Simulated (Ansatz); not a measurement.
# A workflow on C4H8 (SMILES C=C(C)C), part 3 of 3

Ansatz 0.2.0. Earlier steps stand in the parts before.

**4. The doublet anion: the energy at UPBE/def2-SVP (run 11)**

File input.yaml:

```yaml
crystal:
  periodic: [false, false, false]
  atoms:
    - {symbol: C, position_ang: [-0.296624, 1.543580, -0.231021]}
    - {symbol: C, position_ang: [-0.301424, 0.118807, -0.054247]}
    - {symbol: C, position_ang: [-0.029478, -0.419207, 1.315792]}
    - {symbol: C, position_ang: [0.291831, -0.724860, -1.139002]}
    - {symbol: H, position_ang: [-0.515004, 1.930563, -1.244111]}
    - {symbol: H, position_ang: [-0.752365, 2.156362, 0.569351]}
    - {symbol: H, position_ang: [-0.315024, -1.487465, 1.422732]}
    - {symbol: H, position_ang: [-0.573285, 0.145938, 2.099119]}
    - {symbol: H, position_ang: [1.067679, -0.369245, 1.623142]}
    - {symbol: H, position_ang: [0.009151, -1.795844, -1.053955]}
    - {symbol: H, position_ang: [-0.017513, -0.382753, -2.146963]}
    - {symbol: H, position_ang: [1.432075, -0.715885, -1.160836]}
basis:
  gaussian: {orbitals: def2-SVP}
total_charge: -1
magnetization: {spin_polarized: true, initial_magnetization: 1}
hamiltonian: {xc: {name: PBE}}
```

Run with:

```
$ ansatz run input.yaml --threads 1 --pin off --max-ram 3480MiB --events-out events.jsonl --progress --plain --runs-dir runs
```

The log of the run (excerpt; [...] marks lines left out):

```text
Warning: RAYON_NUM_THREADS=1 ignored (pool sized by the plan → 1); use --threads N
Functional definition: PBE
  name "PBE"
[...]
1096 factors; their error is unknown
[...]
mean field -4266.75596202 eV, -156.8003894933 hartree, gradient 4.7e-5 eV, S^2 0.752072; 1 other end points of the search recorded, 0 dependent functions left out
reference -4266.75599741 eV, -156.8003907938 hartree; 17, 16 occupied and 79, 80 virtual orbitals, 1096 factors
Total energy: -4266.75599741 eV, -156.8003907938 hartree
```

Run time: 4.2 s. Hardware: 1 thread of Intel Xeon Platinum 8488C (Sapphire Rapids), shared host; peak memory 0.16 GiB.

Runs 12 to 16 aren't shown in full; the table further down has their settings and results.

**5. CH2: the energy at PBE/def2-SVP (run 17)**

File job.yaml:

```yaml
crystal:
  periodic: [false, false, false]
  atoms:
    - {symbol: C, position_ang: [-0.535144, 1.315834, -0.233880]}
    - {symbol: H, position_ang: [-0.693486, 1.871053, -1.196859]}
    - {symbol: H, position_ang: [-0.915070, 2.081503, 0.494189]}
basis:
  gaussian: {orbitals: def2-SVP}
hamiltonian: {xc: pbe}
```

Run with:

```
$ ansatz run job.yaml --threads 1 --pin off --max-ram 3480MiB --events-out events.jsonl --progress --plain --runs-dir runs
```

The log of the run (excerpt; [...] marks lines left out):

```text
Warning: RAYON_NUM_THREADS=1 ignored (pool sized by the plan → 1); use --threads N
Functional definition: PBE
  name "PBE"
[...]
274 factors; their error is unknown
[...]
mean field -1062.06373285 eV, -39.0301222896 hartree, gradient 1.2e-5 eV, S^2 0.000000; 0 other end points of the search recorded, 0 dependent functions left out
reference -1062.06374880 eV, -39.0301228757 hartree; 4, 4 occupied and 20, 20 virtual orbitals, 274 factors
Total energy: -1062.06374880 eV, -39.0301228757 hartree
```

It took 0.16 s on 1 thread of Intel Xeon Platinum 8488C (Sapphire Rapids), shared host.

**6. All runs side by side**

```tsv
run	level	broken bond	task	partner	energy (Eh)	wall time
1	r2SCAN/def2-SVP	–	optimise	base	-157.002214	20 s
2	U-r2SCAN/def2-SVP	–	optimise	cation	-156.679075	1.9 min
3	U-r2SCAN/def2-SVP	–	optimise	anion	-156.922401	1.7 min
4	U-r2SCAN/def2-SVP	(3, 2)	optimise	fragment	-39.780545	2.5 s
5	U-r2SCAN/def2-SVP	(3, 2)	optimise	fragment	-117.064943	21 s
6	U-r2SCAN/def2-SVP	(9, 3)	optimise	fragment	-156.360041	38 s
7	r2SCAN/def2-SVP	(2, 1)	optimise	fragment	-117.625836	47 s
8	r2SCAN/def2-SVP	(2, 1)	optimise	fragment	-39.061541	2.1 s
9	PBE/def2-SVP	–	energy	base	-156.880449	1.5 s
10	UPBE/def2-SVP	–	energy	cation	-156.555262	2.7 s
11	UPBE/def2-SVP	–	energy	anion	-156.800391	4.2 s
12	UPBE/def2-SVP	(3, 2)	energy	fragment	-39.740199	0.38 s
13	UPBE/def2-SVP	(3, 2)	energy	fragment	-116.973783	1.6 s
14	UPBE/def2-SVP	(9, 3)	energy	fragment	-0.498629	0.06 s
15	UPBE/def2-SVP	(9, 3)	energy	fragment	-156.235962	2.7 s
16	PBE/def2-SVP	(2, 1)	energy	fragment	-117.535124	1 s
17	PBE/def2-SVP	(2, 1)	energy	fragment	-39.030123	0.16 s
```

**7. Summary of results**

This closing draws on all 3 parts.

```
                                                                                                                                     quantity         value
                                                                                                                    CH2, run 17: total energy  -39.03012 Eh
                                                      adiabatic electron affinity (to the doublet anion, no zero-point term), r2SCAN/def2-SVP     -2.172 eV
                      adiabatic electron affinity (to the doublet anion, shapes relaxed at r2SCAN/def2-SVP, no zero-point term), PBE/def2-SVP     -2.179 eV
dissociation energy of the C2–C1 bond into singlet C3H6 and singlet CH2 (shapes relaxed at r2SCAN/def2-SVP, no zero-point term), PBE/def2-SVP      8.577 eV
dissociation energy of the C3–C2 bond into doublet CH3 and doublet C3H5 (shapes relaxed at r2SCAN/def2-SVP, no zero-point term), PBE/def2-SVP      4.530 eV
  dissociation energy of the H9–C3 bond into doublet H and doublet C4H7 (shapes relaxed at r2SCAN/def2-SVP, no zero-point term), PBE/def2-SVP      3.969 eV
                                                     adiabatic ionisation energy (to the doublet cation, no zero-point term), r2SCAN/def2-SVP      8.793 eV
                     adiabatic ionisation energy (to the doublet cation, shapes relaxed at r2SCAN/def2-SVP, no zero-point term), PBE/def2-SVP      8.849 eV
```

What this shows: At r2SCAN/def2-SVP: the adiabatic electron affinity (to the doublet anion, no zero-point term) is −2.17 eV (−50 kcal/mol). A negative value puts this state of the anion above the relaxed parent: the electron is not bound at this level, and such a value depends on the basis. At PBE/def2-SVP: the adiabatic electron affinity (to the doublet anion, shapes relaxed at r2SCAN/def2-SVP, no zero-point term) is −2.18 eV (−210 kJ/mol). At PBE/def2-SVP: the dissociation energy of the C2–C1 bond into singlet C3H6 and singlet CH2 (shapes relaxed at r2SCAN/def2-SVP, no zero-point term) is 8.58 eV (198 kcal/mol). At PBE/def2-SVP: the dissociation energy of the C3–C2 bond into doublet CH3 and doublet C3H5 (shapes relaxed at r2SCAN/def2-SVP, no zero-point term) is 4.53 eV (437 kJ/mol). At PBE/def2-SVP: the dissociation energy of the H9–C3 bond into doublet H and doublet C4H7 (shapes relaxed at r2SCAN/def2-SVP, no zero-point term) is 3.97 eV (92 kcal/mol). Totals of different functionals can't be ranked against each other. All runs together took 6 min, the longest 1.9 min.
